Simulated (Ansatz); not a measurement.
# Si₂TeH₆: basis-set convergence

The task here is to estimate one member of a computed series from the others.

Program: Ansatz 0.2.0, Gaussian basis. Level of theory: one geometry, several basis sets. These are calculated values, not measurements.

Plan: PBE0-D4/def2-SVP; ωB97M-V/def2-SVP; PBE0-D4/def2-QZVPP; ωB97M-V/def2-QZVPP; the functionals' def2-TZVPP values are taken from earlier runs.

## The geometry

All runs share one geometry, relaxed beforehand with PBE0-D4 in a triple-zeta def2 set. Te takes the def2 core potential; no spin-orbit term is included.

SMILES `[SiH3][SiH2][TeH]`, 9 atoms, charge 0, spin multiplicity 1.

Atoms are counted from 1 here; the program's logs count them from 0.

Bond lengths: Si1–Si2 2.337 Å, Si1–H4 1.487 Å, Si1–H5 1.487 Å, Si1–H6 1.487 Å, Si2–Te3 2.500 Å, Si2–H7 1.487 Å, Si2–H8 1.487 Å, Te3–H9 1.658 Å. Angles: Si2–Si1–H4 110.0°, Si2–Si1–H5 109.8°, Si2–Si1–H6 109.8°, H4–Si1–H5 109.1°, H4–Si1–H6 109.1°, H5–Si1–H6 109.0°, Si1–Si2–Te3 106.5°, Si1–Si2–H7 110.7°, Si1–Si2–H8 110.6°, Te3–Si2–H7 110.4°, Te3–Si2–H8 110.4°, H7–Si2–H8 108.3°, Si2–Te3–H9 92.2°.

The first run:

The input, in.yaml:

```yaml
crystal:
  periodic: [false, false, false]
  atoms:
    - {symbol: Si, position_ang: [-0.717518, 1.026836, -1.013446]}
    - {symbol: Si, position_ang: [0.164634, -0.801544, 0.144900]}
    - {symbol: Te, position_ang: [1.364372, 0.127310, 2.131675]}
    - {symbol: H, position_ang: [-1.455707, 0.559591, -2.217116]}
    - {symbol: H, position_ang: [0.382914, 1.931578, -1.438397]}
    - {symbol: H, position_ang: [-1.649681, 1.778566, -0.132477]}
    - {symbol: H, position_ang: [-0.920816, -1.721012, 0.578885]}
    - {symbol: H, position_ang: [1.105872, -1.564244, -0.717837]}
    - {symbol: H, position_ang: [1.814429, -1.383380, 2.646612]}
basis:
  gaussian: {orbitals: def2-SVP}
hamiltonian: {xc: pbe0, dispersion: d4}
output: {orbitals: {seedname: orbitals}}
```

The run is started by

```bash
> ansatz run in.yaml --threads 2 --pin off --events-out ev --progress --plain --max-ram 4352MiB
```

Steps of the session up to this table: PBE0-D4 in def2-SVP; ωB97M-V in def2-SVP; PBE0-D4 in def2-QZVPP; ωB97M-V in def2-QZVPP.

One of the session's tables, all rows but one given; the rest of the session is left out.

It belongs to the step «Density functionals: the series». 

| functional | basis | HOMO (eV) |
| --- | --- | --- |
| PBE0-D4 | def2-SVP | -6.46 |
| PBE0-D4 | def2-TZVPP | -6.54 |
| PBE0-D4 | def2-QZVPP | -6.56 |
| ωB97M-V | def2-SVP | ? |
| ωB97M-V | def2-TZVPP | -8.62 |
| ωB97M-V | def2-QZVPP | -8.64 |

**Question.** Estimate the row for ωB97M-V, def2-SVP.

The run gave: HOMO (eV): -8.50. In the column «HOMO (eV)» it lies between ωB97M-V, def2-TZVPP (-8.62) and PBE0-D4, def2-QZVPP (-6.56).
